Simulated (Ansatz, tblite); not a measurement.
**The cluster In5H9O12: charged states by level of theory**

Aim: the energy of removing and adding an electron for the cluster In5H9O12, by energy differences, and how well orbital energies stand in for it.

Program: Ansatz 0.2.0, Gaussian basis. Level of theory: as each input shows. These are calculated values, not measurements.

Plan: charge +1 doublet, at the geometry of the singlet (PBE0-D4/def2-TZVP, PBE-D4/def2-TZVP, B97M-V/def2-TZVP); charge -1 doublet, at the geometry of the singlet (PBE0-D4/def2-TZVP, PBE-D4/def2-TZVP, B97M-V/def2-TZVP); the starting singlet's energies come from earlier runs.

## 1. The structure

The geometry is that of the singlet, from an earlier relaxation (PBE-D4/def2-SVP).

26 atoms, charge 0, spin multiplicity 1.

Atoms are counted from 1 here; the program's logs count them from 0.

Bond lengths: In1–O8 2.162 Å, In1–O9 2.225 Å, In1–O12 2.208 Å, In1–O15 2.089 Å, In1–O16 2.140 Å, In2–O6 2.030 Å, In2–O7 2.075 Å, In2–O13 2.208 Å, In2–O16 2.095 Å, In3–O8 2.241 Å, In3–O10 2.037 Å, In3–O11 1.995 Å, In3–O13 2.208 Å, In4–O12 2.206 Å, In4–O14 2.020 Å, In4–O16 2.108 Å, In4–O17 2.060 Å, In5–O9 2.370 Å and more. Angles: O8–In1–O9 87.0°, O8–In1–O12 83.2°, O8–In1–O15 139.8°, O8–In1–O16 114.0°, O9–In1–O12 162.7°, O9–In1–O15 78.1°, O9–In1–O16 90.8°, O12–In1–O15 118.3°, O12–In1–O16 80.3°, O15–In1–O16 103.5°, O6–In2–O7 145.9°, O6–In2–O13 103.0°, O6–In2–O16 111.7°, O7–In2–O13 92.9°, O7–In2–O16 95.9°, O13–In2–O16 96.4°, O8–In3–O10 82.7°, O8–In3–O11 122.8° and more.

In takes a core potential in the def2 sets. No spin-orbit coupling is included.

## 2. Charge +1 doublet at the fixed geometry, PBE0-D4/def2-TZVP

in.yaml

```yaml
crystal:
  periodic: [false, false, false]
  atoms:
    - {symbol: In, position_ang: [1.101573, -0.750303, 1.048723]}
    - {symbol: In, position_ang: [0.058446, 0.225688, -2.077146]}
    - {symbol: In, position_ang: [-2.330955, -1.381433, 0.276124]}
    - {symbol: In, position_ang: [0.842952, 2.480475, 0.725168]}
    - {symbol: In, position_ang: [2.490651, -2.595380, -1.617400]}
    - {symbol: O, position_ang: [-1.604334, 1.382094, -2.216146]}
    - {symbol: O, position_ang: [1.561409, -0.755558, -3.118510]}
    - {symbol: O, position_ang: [-0.868966, -0.940361, 1.916648]}
    - {symbol: O, position_ang: [0.443549, -2.225454, -0.480871]}
    - {symbol: O, position_ang: [-2.581229, -3.112351, 1.319686]}
    - {symbol: O, position_ang: [-3.481773, 0.021344, -0.553996]}
    - {symbol: O, position_ang: [1.214164, 1.031953, 2.347533]}
    - {symbol: O, position_ang: [-0.710354, -1.648874, -1.199733]}
    - {symbol: O, position_ang: [1.948046, 4.156947, 0.943192]}
    - {symbol: O, position_ang: [2.836486, -1.879946, 0.766904]}
    - {symbol: O, position_ang: [1.251469, 0.775527, -0.444848]}
    - {symbol: O, position_ang: [-1.125485, 2.653073, 0.144142]}
    - {symbol: H, position_ang: [-1.489057, 1.990067, -1.419043]}
    - {symbol: H, position_ang: [1.233218, -1.171406, -3.941164]}
    - {symbol: H, position_ang: [-1.014171, -1.845976, 2.285283]}
    - {symbol: H, position_ang: [-2.224544, -3.838641, 0.770219]}
    - {symbol: H, position_ang: [-2.898501, 0.500354, -1.209270]}
    - {symbol: H, position_ang: [0.424812, 0.943077, 2.923546]}
    - {symbol: H, position_ang: [2.792164, 3.920639, 1.376372]}
    - {symbol: H, position_ang: [3.657848, -1.452378, 1.080484]}
    - {symbol: H, position_ang: [-1.527439, 3.516823, 0.354124]}
basis:
  gaussian: {orbitals: def2-TZVP, fitting: {mean_field: def2-universal-jkfit}}
total_charge: 1
magnetization: {spin_polarized: true, initial_magnetization: 1}
hamiltonian: {xc: pbe0, dispersion: d4}
scf: {omitted_lower_state_checks: [starts]}
output: {orbitals: {seedname: orbitals}}
```

Run with:

```bash
$ ansatz run in.yaml --threads 2 --pin off --events-out ev --progress --plain --max-ram 22528MiB --backend cuda --devices 0, --max-vram 18GiB
```

Standard output:

```text
Functional definition: PBE0
  name "PBE0"
  cite "Adamo & Barone, J. Chem. Phys. 110, 6158 (1999) doi:10.1063/1.478522"
  cite "Perdew, Burke & Ernzerhof, Phys. Rev. Lett. 77, 3865 (1996) doi:10.1103/PhysRevLett.77.3865"
  parent pbe
  parameter a = 0.25
  parameter kappa = 0.804
  parameter beta = 0.06672455060314922
  exchange = (1 - a)*pbe_x(kappa = kappa, mu = beta*pi^2/3) + a*exact_x
  correlation = pbe_c(beta = beta)
these checks for a lower state are left out or cut short: starts
2176 factors; integrals over basis functions are off by at most 8.8e-1 eV
mean field evaluation 1: about -50497.5421 eV, gradient 1.4e2 eV
mean field evaluation 2: about -49968.2650 eV, gradient 3.1e2 eV
mean field evaluation 4: about -50558.2851 eV, gradient 3.6e1 eV
mean field evaluation 8: about -50564.7594 eV, gradient 6.3e0 eV
mean field evaluation 16: about -50565.0073 eV, gradient 2.3e-1 eV
mean field evaluation 32: about -50565.0078 eV, gradient 1.6e-4 eV
mean field -50565.00783974 eV, -1858.2297639171 hartree, gradient 1.5e-5 eV, S^2 0.759232; 0 other end points of the search recorded, 0 dependent functions left out
reference -50565.00792863 eV, -1858.2297671838 hartree; 105, 104 occupied and 571, 572 virtual orbitals, 2176 factors
Total energy: -50566.05642307 eV, -1858.2682986436 hartree
Checks for a lower state left out: starts
```

Run time: 11 s. Hardware: 1 × H100 (card shared with other runs) with 2 threads of AMD EPYC 7R13, shared host; peak host memory 1.4 GiB.

HOMO -11.06 eV, LUMO -9.91 eV (over both spins); ⟨S²⟩ 0.759 (pure: 0.75).

## 3. Charge +1 doublet at the fixed geometry, PBE-D4/def2-TZVP

start.molden holds the orbitals of an earlier run on this state, given as this run's starting guess.

Changes to in.yaml since step 2:

```diff
@@ -30,6 +30,6 @@
 basis:
-  gaussian: {orbitals: def2-TZVP, fitting: {mean_field: def2-universal-jkfit}}
+  gaussian: {orbitals: def2-TZVP, fitting: {mean_field: def2-universal-jkfit}, initial_orbitals: start.molden}
 total_charge: 1
 magnetization: {spin_polarized: true, initial_magnetization: 1}
-hamiltonian: {xc: pbe0, dispersion: d4}
+hamiltonian: {xc: pbe, dispersion: d4}
 scf: {omitted_lower_state_checks: [starts]}
```

The command is unchanged.

Standard output:

```text
Functional definition: PBE
  name "PBE"
  cite "Perdew, Burke & Ernzerhof, Phys. Rev. Lett. 77, 3865 (1996) doi:10.1103/PhysRevLett.77.3865"
  parent pbe
  parameter kappa = 0.804
  parameter beta = 0.06672455060314922
  exchange = pbe_x(kappa = kappa, mu = beta*pi^2/3)
  correlation = pbe_c(beta = beta)
these checks for a lower state are left out or cut short: starts
2176 factors; integrals over basis functions are off by at most 8.8e-1 eV
mean field evaluation 1: about -50566.4944 eV, gradient 1.4e1 eV
mean field evaluation 2: about -50567.2497 eV, gradient 9.5e-1 eV
mean field evaluation 4: about -50567.3169 eV, gradient 8.4e-1 eV
mean field evaluation 8: about -50567.3465 eV, gradient 1.5e-1 eV
mean field evaluation 16: about -50567.3467 eV, gradient 9.3e-5 eV
mean field -50567.34674721 eV, -1858.3157171813 hartree, gradient 1.9e-6 eV, S^2 0.752448; 0 other end points of the search recorded, 0 dependent functions left out
reference -50567.34686911 eV, -1858.3157216612 hartree; 105, 104 occupied and 571, 572 virtual orbitals, 2176 factors
Total energy: -50568.52880972 eV, -1858.3591571772 hartree
Checks for a lower state left out: starts
```

Wall time 15 s (1 × H100 (card shared with other runs) with 2 threads of AMD EPYC 7R13, shared host); peak host memory 1.3 GiB.

From the report: HOMO -9.89 eV, LUMO -9.88 eV (over both spins); ⟨S²⟩ 0.752 (pure: 0.75).

## 4. Charge +1 doublet at the fixed geometry, B97M-V/def2-TZVP

Changes to in.yaml since step 3:

```diff
@@ -33,3 +33,3 @@
 magnetization: {spin_polarized: true, initial_magnetization: 1}
-hamiltonian: {xc: pbe, dispersion: d4}
+hamiltonian: {xc: {name: B97M-V}}
 scf: {omitted_lower_state_checks: [starts]}
```

Same command.

Standard output, cut to the lines that bear on the results:

```text
Functional definition: B97M-V
  name "B97M-V"
  cite "Mardirossian & Head-Gordon, J. Chem. Phys. 142, 074111 (2015) doi:10.1063/1.4907719"
  cite "Becke, J. Chem. Phys. 107, 8554 (1997) doi:10.1063/1.475007"
  cite "Vydrov & Van Voorhis, J. Chem. Phys. 133, 244103 (2010) doi:10.1063/1.3521275"
  # Of w^i u^j: cxij and so on, Table III.
[...]
  gx(w, u) = cx00 + cx01*u + cx02*u^2 + (cx10 + cx11*u)*w
  gss(w, u) = css00 + css02*u^2 + css10*w + (css32*w^3 + css42*w^4)*u^2
  gos(w, u) = cos00 + cos01*u + cos03*u^3 + cos10*w + cos32*w^3*u^2
[...]
      + integral(e_c_pw_mod_opposite_spin*gos(b97_w_opposite, b97_u_opposite)) + vv10(b, c)
[...]
2176 factors; integrals over basis functions are off by at most 8.8e-1 eV
[...]
mean field -50585.10764144 eV, -1858.9684180054 hartree, gradient 2.7e-6 eV, S^2 0.753009; 0 other end points of the search recorded, 0 dependent functions left out
reference -50585.10781773 eV, -1858.9684244840 hartree; 105, 104 occupied and 571, 572 virtual orbitals, 2176 factors
Total energy: -50585.10781773 eV, -1858.9684244840 hartree
Checks for a lower state left out: starts
```

Wall time 19 s (1 × H100 (card shared with other runs) with 2 threads of AMD EPYC 7R13, shared host); peak host memory 2 GiB.

From the report: HOMO -10.15 eV, LUMO -10.12 eV (over both spins); ⟨S²⟩ 0.753 (pure: 0.75).

## 5. Vertical ionisation energy

Charged state less starting state, singlet to doublet; the starting state's energies are those of its earlier runs.

```
            level  vertical ionisation energy (eV)  time
 PBE-D4/def2-TZVP                            +7.98  20 s
 B97M-V/def2-TZVP                            +8.15  27 s
PBE0-D4/def2-TZVP                            +8.43  16 s
```

Times add the two runs; a level without a time comes out of a correlated run.

Beside −ε(HOMO) of the starting state:

```
            level  −ε(HOMO) (eV)  by difference (eV)  mismatch (eV)
 PBE-D4/def2-TZVP           5.88                7.98          -2.11
 B97M-V/def2-TZVP           5.99                8.15          -2.16
PBE0-D4/def2-TZVP           6.85                8.43          -1.57
```

## 6. Charge -1 doublet at the fixed geometry, PBE0-D4/def2-TZVP

Changes to in.yaml since step 4:

```diff
@@ -30,6 +30,6 @@
 basis:
-  gaussian: {orbitals: def2-TZVP, fitting: {mean_field: def2-universal-jkfit}, initial_orbitals: start.molden}
-total_charge: 1
+  gaussian: {orbitals: def2-TZVP, fitting: {mean_field: def2-universal-jkfit}}
+total_charge: -1
 magnetization: {spin_polarized: true, initial_magnetization: 1}
-hamiltonian: {xc: {name: B97M-V}}
+hamiltonian: {xc: pbe0, dispersion: d4}
 scf: {omitted_lower_state_checks: [starts]}
```

Same command.

Standard output, cut to the lines that bear on the results:

```text
Functional definition: PBE0
  name "PBE0"
  cite "Adamo & Barone, J. Chem. Phys. 110, 6158 (1999) doi:10.1063/1.478522"
  cite "Perdew, Burke & Ernzerhof, Phys. Rev. Lett. 77, 3865 (1996) doi:10.1103/PhysRevLett.77.3865"
  parent pbe
[...]
2176 factors; integrals over basis functions are off by at most 8.8e-1 eV
[...]
mean field -50574.81439260 eV, -1858.5901480875 hartree, gradient 2.9e-5 eV, S^2 0.752391; 0 other end points of the search recorded, 0 dependent functions left out
reference -50574.81447951 eV, -1858.5901512816 hartree; 106, 105 occupied and 570, 571 virtual orbitals, 2176 factors
Total energy: -50575.92135373 eV, -1858.6308281587 hartree
Checks for a lower state left out: starts
```

Wall time 8 s (1 × H100 (card shared with other runs) with 2 threads of AMD EPYC 7R13, shared host); peak host memory 1.3 GiB.

From the report: HOMO -0.21 eV, LUMO 0.96 eV (over both spins); ⟨S²⟩ 0.752 (pure: 0.75).

## 7. Charge -1 doublet at the fixed geometry, PBE-D4/def2-TZVP

Changes to in.yaml since step 6:

```diff
@@ -30,6 +30,6 @@
 basis:
-  gaussian: {orbitals: def2-TZVP, fitting: {mean_field: def2-universal-jkfit}}
+  gaussian: {orbitals: def2-TZVP, fitting: {mean_field: def2-universal-jkfit}, initial_orbitals: start.molden}
 total_charge: -1
 magnetization: {spin_polarized: true, initial_magnetization: 1}
-hamiltonian: {xc: pbe0, dispersion: d4}
+hamiltonian: {xc: pbe, dispersion: d4}
 scf: {omitted_lower_state_checks: [starts]}
```

The command is unchanged.

Standard output:

```text
Functional definition: PBE
  name "PBE"
  cite "Perdew, Burke & Ernzerhof, Phys. Rev. Lett. 77, 3865 (1996) doi:10.1103/PhysRevLett.77.3865"
  parent pbe
  parameter kappa = 0.804
  parameter beta = 0.06672455060314922
  exchange = pbe_x(kappa = kappa, mu = beta*pi^2/3)
  correlation = pbe_c(beta = beta)
these checks for a lower state are left out or cut short: starts
2176 factors; integrals over basis functions are off by at most 8.8e-1 eV
mean field evaluation 1: about -50576.3335 eV, gradient 1.4e1 eV
mean field evaluation 2: about -50576.9806 eV, gradient 6.9e-1 eV
mean field evaluation 4: about -50576.9878 eV, gradient 1.5e-1 eV
mean field evaluation 8: about -50576.9879 eV, gradient 2.0e-5 eV
mean field -50576.98786245 eV, -1858.6700216313 hartree, gradient 2.0e-5 eV, S^2 0.750530; 0 other end points of the search recorded, 0 dependent functions left out
reference -50576.98797327 eV, -1858.6700257039 hartree; 106, 105 occupied and 570, 571 virtual orbitals, 2176 factors
Total energy: -50578.23543059 eV, -1858.7158689149 hartree
Checks for a lower state left out: starts
```

Run time: 7.5 s. Hardware: 1 × H100 (card shared with other runs) with 2 threads of AMD EPYC 7R13, shared host; peak host memory 1.2 GiB.

From the report: HOMO 0.00 eV, LUMO 0.14 eV (over both spins); ⟨S²⟩ 0.751 (pure: 0.75).

## 8. Charge -1 doublet at the fixed geometry, B97M-V/def2-TZVP

Changes to in.yaml since step 7:

```diff
@@ -33,3 +33,3 @@
 magnetization: {spin_polarized: true, initial_magnetization: 1}
-hamiltonian: {xc: pbe, dispersion: d4}
+hamiltonian: {xc: {name: B97M-V}}
 scf: {omitted_lower_state_checks: [starts]}
```

Launched as before.

Standard output, cut to the lines that bear on the results:

```text
Functional definition: B97M-V
  name "B97M-V"
  cite "Mardirossian & Head-Gordon, J. Chem. Phys. 142, 074111 (2015) doi:10.1063/1.4907719"
  cite "Becke, J. Chem. Phys. 107, 8554 (1997) doi:10.1063/1.475007"
  cite "Vydrov & Van Voorhis, J. Chem. Phys. 133, 244103 (2010) doi:10.1063/1.3521275"
  # Of w^i u^j: cxij and so on, Table III.
[...]
  gx(w, u) = cx00 + cx01*u + cx02*u^2 + (cx10 + cx11*u)*w
  gss(w, u) = css00 + css02*u^2 + css10*w + (css32*w^3 + css42*w^4)*u^2
  gos(w, u) = cos00 + cos01*u + cos03*u^3 + cos10*w + cos32*w^3*u^2
[...]
      + integral(e_c_pw_mod_opposite_spin*gos(b97_w_opposite, b97_u_opposite)) + vv10(b, c)
[...]
2176 factors; integrals over basis functions are off by at most 8.8e-1 eV
[...]
mean field -50594.96051398 eV, -1859.3305043927 hartree, gradient 1.4e-5 eV, S^2 0.750955; 0 other end points of the search recorded, 0 dependent functions left out
reference -50594.96067571 eV, -1859.3305103364 hartree; 106, 105 occupied and 570, 571 virtual orbitals, 2176 factors
Total energy: -50594.96067571 eV, -1859.3305103364 hartree
Checks for a lower state left out: starts
```

It took 9.6 s on 1 × H100 (card shared with other runs) with 2 threads of AMD EPYC 7R13, shared host; peak host memory 1.8 GiB.

Report: HOMO -0.07 eV, LUMO 0.15 eV (over both spins); ⟨S²⟩ 0.751 (pure: 0.75).

## 9. Vertical electron affinity

Starting state less charged state (positive: the electron is bound), singlet to doublet; the starting state's energies are those of its earlier runs.

```csv
level,vertical electron affinity (eV),time
PBE-D4/def2-TZVP,+1.72,12 s
B97M-V/def2-TZVP,+1.70,18 s
PBE0-D4/def2-TZVP,+1.44,13 s
```

Times add the two runs; a level without a time comes out of a correlated run.

Beside −ε(LUMO) of the starting state:

```csv
level,−ε(LUMO) (eV),by difference (eV),mismatch (eV)
PBE-D4/def2-TZVP,3.42,1.72,+1.69
B97M-V/def2-TZVP,3.37,1.70,+1.67
PBE0-D4/def2-TZVP,2.61,1.44,+1.18
```

## 10. Results

| quantity | value |
| --- | --- |
| vertical ionisation energy, functionals in def2-TZVP | 7.98 (PBE-D4) to 8.43 eV (PBE0-D4) |
| vertical electron affinity, functionals in def2-TZVP | 1.44 (PBE0-D4) to 1.72 eV (PBE-D4) |

In words: The vertical ionisation energy spans 7.98 to 8.43 eV over the functionals. −ε(HOMO) misses the level's own difference by -1.57 eV at best (PBE0-D4) and -2.16 eV at worst (B97M-V). The vertical electron affinity spans 1.44 to 1.72 eV over the functionals. −ε(LUMO) misses the level's own difference by +1.18 eV at best (PBE0-D4) and +1.69 eV at worst (PBE-D4).
